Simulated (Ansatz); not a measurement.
# BH4NO2: the cost of one run

Program: Ansatz 0.2.0. Level of theory: RKS PBE-D4/def2-SVP. These are calculated values, not measurements.

### 1 The system as given

Bond lengths: B1–O2 1.410 Å, O2–H3 1.010 Å, B1–N4 1.550 Å, N4–H5 1.060 Å, N4–H6 1.060 Å, B1–O7 1.410 Å, O7–H8 1.010 Å. Angles: B1–O2–H3 109.5°, O2–B1–N4 120.0°, O2–B1–O7 120.0°, N4–B1–O7 120.0°, B1–N4–H5 120.0°, B1–N4–H6 120.0°, H5–N4–H6 120.0°, B1–O7–H8 109.5°.

Structure file:

```xyz
8

B     0.0000    0.0000    0.0000
O     0.0000    0.0000    1.4100
H    -0.9095   -0.2814    1.7471
N     1.3423    0.0000   -0.7750
H     1.8089   -0.9179   -1.0268
H     1.7937    0.9179   -1.0532
O    -1.2211    0.0000   -0.7050
H    -1.7308   -0.8467   -0.4965
```

### 2 Relaxing the start

Contents of input.yaml:

```yaml
crystal:
  periodic: [false, false, false]
  atoms:
    - { symbol: B, position_ang: [0.0, 0.0, 0.0] }
    - { symbol: O, position_ang: [0.0, 0.0, 1.41] }
    - { symbol: H, position_ang: [-0.9095, -0.2814, 1.7471] }
    - { symbol: "N", position_ang: [1.3423, 0.0, -0.775] }
    - { symbol: H, position_ang: [1.8089, -0.9179, -1.0268] }
    - { symbol: H, position_ang: [1.7937, 0.9179, -1.0532] }
    - { symbol: O, position_ang: [-1.2211, 0.0, -0.705] }
    - { symbol: H, position_ang: [-1.7308, -0.8467, -0.4965] }
basis:
  gaussian: { orbitals: def2-SVP }
hamiltonian:
  xc: pbe
  dispersion: d4
relax:
  f_tol: 0.02
  max_steps: 40
```

On the command line:

```console
$ ansatz run input.yaml --threads 1 --pin off --max-ram 2048MiB --backend cpu --events-out ev --progress --plain --runs-dir out
```

**Question.** How long does this run take on 1 thread of Intel Xeon Platinum 8259CL at 2.50GHz (Skylake/Cascade Lake), shared host, and how much memory does it need?

About 21 s, with a peak of 0.15 GiB.
